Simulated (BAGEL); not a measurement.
# AlNH2ClF (SMILES [NH2][Al]([F])[Cl]) at HF/3-21G (density fitting with qzvpp-jkfit)

Aim: the energy change on altering one bond length of AlNH2ClF at HF/3-21G (density fitting with qzvpp-jkfit), from 2 runs. 

The calculation is run with BAGEL 1.2.2.

30 further runs of the same task are left out: 30 set aside as unsound or not needed.

## 1. The molecule

The species is AlNH2ClF (6 atoms), meant as a singlet with charge 0. SMILES: `[NH2][Al]([F])[Cl]`. The coordinates come from a PBE0-D4/def2-TZVP relaxation.

Bond lengths: N1–Al2 1.746 Å, Al2–F3 1.641 Å, Al2–Cl4 2.079 Å, N1–H5 1.006 Å, N1–H6 1.006 Å. Angles: N1–Al2–F3 119.8°, N1–Al2–Cl4 121.2°, F3–Al2–Cl4 119.0°, Al2–N1–H5 124.6°, Al2–N1–H6 124.3°, H5–N1–H6 111.1°.

## 2. The energy at HF/3-21G (density fitting with qzvpp-jkfit)

Input file input.json:

```json
{ "bagel": [

{
  "title": "molecule",
  "basis": "3-21g",
  "df_basis": "qzvpp-jkfit",
  "angstrom": true,
  "geometry": [
    { "atom": "N", "xyz": [      -0.112300,       0.982600,      -0.025800 ] },
    { "atom": "Al", "xyz": [       0.152500,      -0.739100,       0.092300 ] },
    { "atom": "F", "xyz": [       1.041800,      -1.345500,       1.331100 ] },
    { "atom": "Cl", "xyz": [      -0.641100,      -2.049400,      -1.313600 ] },
    { "atom": "H", "xyz": [       0.246300,       1.661500,       0.624800 ] },
    { "atom": "H", "xyz": [      -0.645100,       1.426000,      -0.754900 ] }
  ]
},

{
  "title": "hf",
  "charge": 0
},

{
  "title": "print",
  "file": "orbitals.molden",
  "orbitals": true
}

]}
```

On the command line:

```bash
$ BAGEL_NUM_THREADS=1 BAGEL input.json > input.out
```

The log of the run:

```text
* using 1 threads per process

  ===============================================================
  ===============================================================

  *** Geometry ***

  { "atom" : "N", "xyz" : [     -0.212216,      1.856845,     -0.048755 ] },
  { "atom" : "Al", "xyz" : [      0.288183,     -1.396697,      0.174422 ] },
  { "atom" : "F", "xyz" : [      1.968717,     -2.542627,      2.515414 ] },
  { "atom" : "Cl", "xyz" : [     -1.211503,     -3.872805,     -2.482344 ] },
  { "atom" : "H", "xyz" : [      0.465440,      3.139780,      1.180701 ] },
  { "atom" : "H", "xyz" : [     -1.219062,      2.694749,     -1.426554 ] },

  Number of auxiliary basis functions:      446

  Since a DF basis is specified, we compute 2- and 3-index integrals:
    o Being stored without compression. Storage requirement is 0.008 GB

  Number of basis functions:       48
  Number of electrons      :       48

    * METHOD: MOLECULE                             0.10

  *** RHF ***

  === Nuclear Repulsion ===
   197.6634665035

      * DIIS with orbital gradients will be used.

  === RHF iteration (3-21g) ===
      0       -852.12235237          0.03188431           0.03
      1       -852.25239300          0.01733465           0.02
      2       -852.29825913          0.00101636           0.02
      3       -852.29865406          0.00026385           0.02
      4       -852.29868528          0.00008898           0.02
      5       -852.29868869          0.00002927           0.02
      6       -852.29868908          0.00001345           0.02
      7       -852.29868916          0.00000234           0.02
      8       -852.29868916          0.00000094           0.02
      9       -852.29868916          0.00000028           0.03
     10       -852.29868916          0.00000007           0.03
     11       -852.29868916          0.00000003           0.02
     12       -852.29868916          0.00000001           0.02
    * SCF iteration converged.

    * Permanent dipole moment:
           (    0.063636,    -1.352055,    -0.124082) a.u.

    * METHOD: HF                                   0.40

    * METHOD: PRINT                                0.00

  ===============================================================
```

Wall time 0.89 s (1 thread of Intel Xeon 6975P-C (Granite Rapids), shared host); peak memory 0.08 GiB.

## 3. The distorted shape

Input file input.json:

```json
{ "bagel": [

{
  "title": "molecule",
  "basis": "3-21g",
  "df_basis": "qzvpp-jkfit",
  "angstrom": true,
  "geometry": [
    { "atom": "N", "xyz": [   -0.291616,    0.643119,   -0.351130 ] },
    { "atom": "Al", "xyz": [   -0.026816,   -1.078581,   -0.233030 ] },
    { "atom": "F", "xyz": [    0.862484,   -1.684981,    1.005770 ] },
    { "atom": "Cl", "xyz": [   -0.820416,   -2.388881,   -1.638930 ] },
    { "atom": "H", "xyz": [    0.246300,    1.661500,    0.624800 ] },
    { "atom": "H", "xyz": [   -0.824416,    1.086519,   -1.080230 ] }
  ]
},
{
  "title": "hf"
},
{
  "title": "print",
  "file": "orbitals.molden",
  "orbitals": true
}

]}
```

On the command line:

```bash
$ BAGEL_NUM_THREADS=1 BAGEL input.json > input.out
```

The log of the run:

```text
* using 1 threads per process

  ===============================================================
  ===============================================================

  *** Geometry ***

  { "atom" : "N", "xyz" : [     -0.551074,      1.215319,     -0.663540 ] },
  { "atom" : "Al", "xyz" : [     -0.050675,     -2.038223,     -0.440363 ] },
  { "atom" : "F", "xyz" : [      1.629859,     -3.184153,      1.900630 ] },
  { "atom" : "Cl", "xyz" : [     -1.550362,     -4.514331,     -3.097129 ] },
  { "atom" : "H", "xyz" : [      0.465440,      3.139780,      1.180701 ] },
  { "atom" : "H", "xyz" : [     -1.557920,      2.053223,     -2.041339 ] },

  Number of auxiliary basis functions:      446

  Since a DF basis is specified, we compute 2- and 3-index integrals:
    o Being stored without compression. Storage requirement is 0.008 GB

  Number of basis functions:       48
  Number of electrons      :       48

    * METHOD: MOLECULE                             0.12

  *** RHF ***

  === Nuclear Repulsion ===
   195.6451057054

      * DIIS with orbital gradients will be used.

  === RHF iteration (3-21g) ===
      0       -851.99906398          0.03351651           0.02
      1       -852.13447137          0.02053644           0.03
      2       -852.19937381          0.00170953           0.02
      3       -852.20028184          0.00076112           0.02
      4       -852.20043058          0.00015285           0.02
      5       -852.20044144          0.00004710           0.02
      6       -852.20044246          0.00001440           0.02
      7       -852.20044257          0.00000328           0.02
      8       -852.20044258          0.00000186           0.02
      9       -852.20044258          0.00000060           0.02
     10       -852.20044258          0.00000028           0.02
     11       -852.20044258          0.00000007           0.03
     12       -852.20044258          0.00000002           0.02
     13       -852.20044258          0.00000001           0.02
    * SCF iteration converged.

    * Permanent dipole moment:
           (    0.068004,    -1.387023,    -0.123251) a.u.

    * METHOD: HF                                   0.41

    * METHOD: PRINT                                0.00

  ===============================================================
```

Wall time 0.95 s (1 thread of Intel Xeon 6975P-C (Granite Rapids), shared host); peak memory 0.08 GiB.

## 4. Results

Level: HF/3-21G (density fitting with qzvpp-jkfit).

| quantity | value |
| --- | --- |
| first shape: total energy | -852.29869 Eh |
| first shape: dipole moment | 3.45 D |
| first shape: HOMO energy | -11.45 eV |
| first shape: LUMO energy | 2.68 eV |
| first shape: HOMO–LUMO gap | 14.13 eV |
| distorted shape: total energy | -852.20044 Eh |
| distorted shape: dipole moment | 3.54 D |
| distorted shape: HOMO energy | -11.32 eV |
| distorted shape: LUMO energy | 2.08 eV |
| distorted shape: HOMO–LUMO gap | 13.40 eV |
| energy change with the N1–H5 bond stretched from 1.006 to 1.510 Å | 2.673 eV |

In words: With the N1–H5 bond stretched from 1.006 to 1.510 Å the energy rises by 2.67 eV (258 kJ/mol). The first shape isn't relaxed at this level, so the change isn't measured from a minimum.
